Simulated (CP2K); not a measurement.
Runs of CP2K 2026.2 on Cd2S. Symmetry: P3m1, No. 156, trigonal system. Conventional cell: a = 3.963 Å, b = 3.963 Å, c = 5.809 Å, α = 90.00°, β = 90.00°, γ = 120.00°. Around Cd (site symmetry 3m) lie 1 S at 2.52 Å. Cd (site symmetry 3m) is surrounded by 3 S at 2.60 Å. S (site symmetry 3m) is surrounded by 4 Cd at 2.52 to 2.60 Å. The cell comes from a database or a generator and needn't be the stable form of this composition.

| task | level | potentials or basis | cell | k mesh | smearing | EPS_DEFAULT | k points reduced by the point group | NGRIDS | points a segment of the path (NPOINTS) | bands added on the path | gap on the mesh (eV) | pressure (GPa) | largest force (eV/Å) |
| --- | --- | --- | --- | --- | --- | --- | --- | --- | --- | --- | --- | --- | --- |
| band structure | PBE | POTENTIAL_UZH Cd GTH-PBE-q12, S GTH-PBE-q6; TZVP-MOLOPT-PBE-GTH basis | as given | 8 × 8 × 5 | fermi-dirac 0.0259 eV | 1.0E-9 | yes | 5 | 10 | 2 | - | 0.2 | 0.05 |
| band structure | LDA | GTH_POTENTIALS Cd GTH-PADE-q12, S GTH-PADE-q6; TZVP-MOLOPT-PBE-GTH basis | as given | 8 × 8 × 5 | fermi-dirac 0.05 eV | 1.0E-9 | yes | 4 | 8 | 6 | 0.25 | -4.5 | 0.16 |
| single point | PBE | POTENTIAL_UZH Cd GTH-PBE-q12, S GTH-PBE-q6; TZVP-MOLOPT-PBE-GTH basis | as given | 8 × 8 × 5 | fermi-dirac 0.05 eV | 1.0E-10 | yes | 4 | - | - | 0.24 | 0.2 | 0.05 |
| band structure | PBEsol | POTENTIAL_UZH Cd GTH-PBE-q12, S GTH-PBE-q6; TZVP-MOLOPT-PBE-GTH basis | as given | 8 × 8 × 5 | fermi-dirac 0.01 eV | 1.0E-10 | yes | 4 | 8 | 6 | - | (b) | (a) |
| band structure | r2SCAN | POTENTIAL_UZH Cd GTH-SCAN-q12, S GTH-SCAN-q6; TZVP-MOLOPT-SCAN-GTH basis | as given | 8 × 8 × 5 | fermi-dirac 0.0259 eV | 1.0E-9 | yes | 5 | 10 | 4 | - | (c) | 0.02 |
| relaxation of cell and atoms | LDA | GTH_POTENTIALS Cd GTH-PADE-q12, S GTH-PADE-q6; TZVP-MOLOPT-PBE-GTH basis | relaxed | 6 × 6 × 4 | fermi-dirac 0.0259 eV | 1.0E-9 | - | 4 | - | - | 0.20 | 0.0 | 0.14 |
| band structure | PBE | POTENTIAL_UZH Cd GTH-PBE-q12, S GTH-PBE-q6; TZVP-MOLOPT-PBE-GTH basis | as given | 8 × 8 × 5 | fermi-dirac 0.1 eV | 1.0E-9 | yes | 4 | 8 | 6 | - | 0.2 | 0.05 |

Alike in all rows: no spin polarisation.

Task: Fill in the values left out.

Result: (a) 0.12; (b) -2.5; (c) -1.6.

Caveats: the basis of atomic orbitals isn't converged, which shifts pressures, moduli and gaps; the mesh misses the band edges, which the band path finds closer together (some runs); an odd mesh through Γ misses points on the zone boundary, where band edges often lie (some runs); the potentials were made for another functional, which shifts forces and pressure (some runs); more than 0.5 GPa of stress was left at the end, so the final cell isn't listed (some runs).

A k mesh can miss the band edges, and the runs leave out spin-orbit coupling on Cd.

Not every run made on this cell is shown here.
